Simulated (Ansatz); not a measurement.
# CrIr3 and its elements: a formation energy from the elements

Run with Ansatz 0.2.0 through its Python package.

The script reads `crir3_crir3.cif`:
```cif
data_CrIr3
_cell_length_a 3.814137
_cell_length_b 3.814137
_cell_length_c 3.814137
_cell_angle_alpha 90.00000
_cell_angle_beta 90.00000
_cell_angle_gamma 90.00000
_symmetry_space_group_name_H-M 'P 1'
_symmetry_Int_Tables_number 1
loop_
_symmetry_equiv_pos_as_xyz
'x, y, z'
loop_
_atom_site_label
_atom_site_type_symbol
_atom_site_fract_x
_atom_site_fract_y
_atom_site_fract_z
Cr1 Cr    0.000000    0.000000    0.000000
Ir2 Ir    0.000000    0.500000    0.500000
Ir3 Ir    0.500000    0.500000    0.000000
Ir4 Ir    0.500000    0.000000    0.500000
```

Contents of `crir3_cr.extxyz`:
```text
1
Lattice="-1.44195 1.44195 1.44195 1.44195 -1.44195 1.44195 1.44195 1.44195 -1.44195" Properties=species:S:1:pos:R:3:initial_magmoms:R:1 pbc="T T T"
Cr    0.00000000    0.00000000    0.00000000  3.00
```

Input file `crir3_ir.vasp`:
```text
Ir
1.0
   0.00000000    1.91560000    1.91560000
   1.91560000    0.00000000    1.91560000
   1.91560000    1.91560000    0.00000000
Ir
1
Direct
   0.00000000    0.00000000    0.00000000
```

`formation.py`
```python
'''Formation energy of CrIr3 from the elements, after relaxing atoms and volume at fixed cell shape.'''

from collections import Counter
import warnings

import ansatz as az
from ase.io import read
import numpy as np

POLARISED = {'CrIr3', 'Cr'}


def solve(name, crystal):
    calc = (
        crystal.calculation()
        .functional('r2SCAN')
        .scf(lower_state_search='off')
        .basis(600)  # cutoff of the orbital basis
        .kpoints(spacing=0.39)  # sampling of the Brillouin zone
        .occupations('fermi_dirac', width=0.1)  # fractional filling near the Fermi level
        .stress()
    )
    if name in POLARISED:
        calc = calc.spin('collinear')
    calc = calc.relax(force_tolerance=0.03, max_steps=60, fix_cell=['shape'])
    return calc.run()


def counts(outcome):
    return Counter(site.symbol for site in outcome.lattice.sites)

def formation_energy(outcome, mu):
    n = counts(outcome)
    return (outcome.report['energy_sigma0_ev'] - sum(k * mu[element] for element, k in n.items())) / sum(n.values())


def volume_per_atom(outcome):
    return abs(np.linalg.det(outcome.lattice.cell_ang)) / len(outcome.lattice.sites)


def main() -> None:
    warnings.simplefilter('ignore', az.DeckWarning)

    phases = {}
    atoms = read('crir3_crir3.cif')
    crir3 = az.Crystal.from_ase(atoms).moments(Cr=3.0)
    phases['CrIr3'] = crir3
    cr = az.Crystal.from_extxyz('crir3_cr.extxyz')
    phases['Cr'] = cr
    atoms = read('crir3_ir.vasp', format='vasp')
    ir = az.Crystal.from_ase(atoms)
    phases['Ir'] = ir

    done = {}
    for name, crystal in phases.items():
        done[name] = solve(name, crystal)
        print(f'{name}: {done[name].report["energy_sigma0_ev"]:.4f} eV, {len(done[name].lattice.sites)} atoms')

    # energy of one atom in its reference phase
    references = {'Cr': 'Cr', 'Ir': 'Ir'}
    mu = {element: done[name].report['energy_sigma0_ev'] / len(done[name].lattice.sites) for element, name in references.items()}

    target = done['CrIr3']
    heat = formation_energy(target, mu)
    rows = [(name, len(o.lattice.sites), volume_per_atom(o), formation_energy(o, mu)) for name, o in done.items()]
    print('     phase       atoms  V (A^3/atom)  E_form (eV/atom)')
    for row in rows:
        print(f'{str(row[0]):>10}  {row[1]:10d}  {row[2]:12.3f}  {row[3]:16.4f}')


if __name__ == '__main__':
    main()
```

```console
$ python formation.py
CrIr3: -39229.9550 eV, 4 atoms
RunWarning: the starting moments were not kept: the SCF closed with an absolute magnetisation of 7.5e-6 μB, where they sum to 3 μB in size (1 site). That is at most 0.1 of that sum. Measured as dr2_m [...]
Cr: -3382.4557 eV, 1 atoms
Ir: -11948.6537 eV, 1 atoms
     phase       atoms  V (A^3/atom)  E_form (eV/atom)
     CrIr3           4        13.776           -0.3845
        Cr           1        11.349            0.0000
        Ir           1        14.269            0.0000
```
(Warnings from the package without file and line, shortened, repeats left out.)

Reading the output:
- These settings explore the input space; cutoff and mesh may be short of convergence.
- The SCF didn't keep the moments it started from (some shrank, vanished or turned); what is printed is the state reached.
- For the metals among these phases the mesh is modest: differences between phases can be off by up to 40 meV an atom.
- Atoms and volume are relaxed with the cell's shape held, which in cells of lower than cubic symmetry can hide stresses and shift volumes.
- Spin-orbit coupling, which matters for elements this heavy, is left out.
- r2SCAN tends to overestimate the moments of itinerant magnets.
- The cells come from databases of deposited and of computed structures, and not all need be stable phases.
- The compound is the structure given, not necessarily its lowest; energies are at zero temperature, with no correction for gases. Magnetic phases start from parallel moments and may not end in their lowest magnetic state. A semilocal functional's error on such energies is often 0.05 to 0.1 eV an atom, and 0.1 to 0.3 eV against gases such as O2 or F2.
- The script silences the warnings on its input, which a real study should read.
- The whole script took 70 s on 1 thread of Arm Neoverse V1, on a shared host, peak memory 0.64 GiB.
